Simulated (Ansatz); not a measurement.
Geometry optimisation, DFT PBE-D3(BJ), scalar-relativistic, plane waves, PAW (Ansatz).

input.yaml

```yaml
crystal:
  lattice:
    - [8.1, 0.0, 0.0]
    - [0.0, 8.1, 0.0]
    - [0.0, 0.0, 8.1]
  atoms:
    - { symbol: Al, position: [0.5, 0.0, 0.0] }
    - { symbol: Al, position: [0.75, 0.25, 0.0] }
    - { symbol: Al, position: [0.75, 0.0, 0.25] }
    - { symbol: Al, position: [0.0, 0.0, 0.0] }
    - { symbol: Al, position: [0.25, 0.25, 0.0] }
    - { symbol: Al, position: [0.5, 0.5, 0.0] }
    - { symbol: Al, position: [0.75, 0.75, 0.0] }
    - { symbol: Al, position: [0.25, 0.0, 0.25] }
    - { symbol: Al, position: [0.5, 0.25, 0.25] }
    - { symbol: Al, position: [0.75, 0.5, 0.25] }
    - { symbol: Al, position: [0.5, 0.0, 0.5] }
    - { symbol: Al, position: [0.75, 0.25, 0.5] }
    - { symbol: Al, position: [0.75, 0.0, 0.75] }
    - { symbol: Al, position: [0.0, 0.5, 0.0] }
    - { symbol: Al, position: [0.25, 0.75, 0.0] }
    - { symbol: Al, position: [0.0, 0.25, 0.25] }
    - { symbol: Al, position: [0.25, 0.5, 0.25] }
    - { symbol: Al, position: [0.5, 0.75, 0.25] }
    - { symbol: Al, position: [0.0, 0.0, 0.5] }
    - { symbol: Al, position: [0.25, 0.25, 0.5] }
    - { symbol: Al, position: [0.5, 0.5, 0.5] }
    - { symbol: Al, position: [0.75, 0.75, 0.5] }
    - { symbol: Al, position: [0.25, 0.0, 0.75] }
    - { symbol: Al, position: [0.5, 0.25, 0.75] }
    - { symbol: Al, position: [0.75, 0.5, 0.75] }
    - { symbol: Al, position: [0.0, 0.75, 0.25] }
    - { symbol: Al, position: [0.0, 0.5, 0.5] }
    - { symbol: Al, position: [0.25, 0.75, 0.5] }
    - { symbol: Al, position: [0.0, 0.25, 0.75] }
    - { symbol: Al, position: [0.25, 0.5, 0.75] }
    - { symbol: Al, position: [0.5, 0.75, 0.75] }
    - { symbol: Al, position: [0.0, 0.75, 0.75] }
    - { symbol: Cu, position: [-0.005551, 0.2545315, 0.0002108] }
basis:
  ecutwfc: 420.0
kpoints:
  mp_grid: { grid: [2, 2, 2] }
hamiltonian:
  xc: pbe
  dispersion: d3bj
  pseudopotentials: { kind: paw, azcp: { folder: soft_1 } }
scf:
  occupations: { method: fermi_dirac, width: 0.05 }
  lower_state_search: "off"
relax:
  f_tol: 0.03
  max_steps: 60
  adjacent_minimum: "off"
```

Run as:

```bash
$ ansatz run input.yaml --threads 2 --pin off --max-ram 5120MiB --backend cpu --events-out ev --progress --plain --runs-dir out
```

Problem. Where does it end, and by what steps?

Solution. The forces met the threshold. The force dipped under the threshold on the way, but the program's further checks kept it going. Limits of this set-up: coarse k mesh. After 4 steps the energy has fallen by 4.233 eV; Al2 moved furthest, 0.33 Å.

```json
{"step": "0", "energy less start (eV)": "0.0000", "largest force component (eV/Å)": "6.042", "accepted": "yes"}
{"step": "1", "energy less start (eV)": "-3.5862", "largest force component (eV/Å)": "1.620", "accepted": "yes"}
{"step": "2", "energy less start (eV)": "-4.1545", "largest force component (eV/Å)": "0.468", "accepted": "yes"}
{"step": "3", "energy less start (eV)": "-4.2331", "largest force component (eV/Å)": "0.021", "accepted": "yes"}
{"step": "4", "energy less start (eV)": "-4.2331", "largest force component (eV/Å)": "0.021", "accepted": "yes"}
```

```xyz
33
Lattice="8.1000 0.0000 0.0000 0.0000 8.1000 0.0000 0.0000 0.0000 8.1000" Properties=species:S:1:pos:R:3
Al 4.047 -0.079 0.000
Al 5.742 2.024 0.000
Al 6.044 -0.029 2.055
Al 0.001 -0.320 0.000
Al 2.344 2.024 0.000
Al 4.047 4.130 0.000
Al 5.995 6.078 0.000
Al 2.055 -0.030 2.057
Al 4.047 2.026 2.104
Al 6.045 4.079 2.053
Al 4.049 -0.022 4.050
Al 5.995 2.026 4.050
Al 6.044 -0.029 6.045
Al 0.002 4.382 0.000
Al 2.104 6.078 0.000
Al 0.002 2.024 2.352
Al 2.054 4.081 2.055
Al 4.050 6.075 2.048
Al -0.001 -0.079 4.050
Al 2.104 2.026 4.050
Al 4.050 4.074 4.050
Al 6.051 6.075 4.050
Al 2.055 -0.031 6.043
Al 4.047 2.026 5.996
Al 6.045 4.079 6.047
Al -0.001 6.078 2.104
Al -0.001 4.130 4.050
Al 2.047 6.075 4.050
Al 0.002 2.024 5.749
Al 2.054 4.081 6.045
Al 4.050 6.075 6.052
Al -0.001 6.078 5.996
Cu -0.009 2.033 0.000
```

Whether the end is a true minimum wasn't checked by a vibrational analysis.

Time of the run: 41 s on 2 threads of Arm Neoverse V2, with other jobs on the host, peak memory 1.1 GiB.
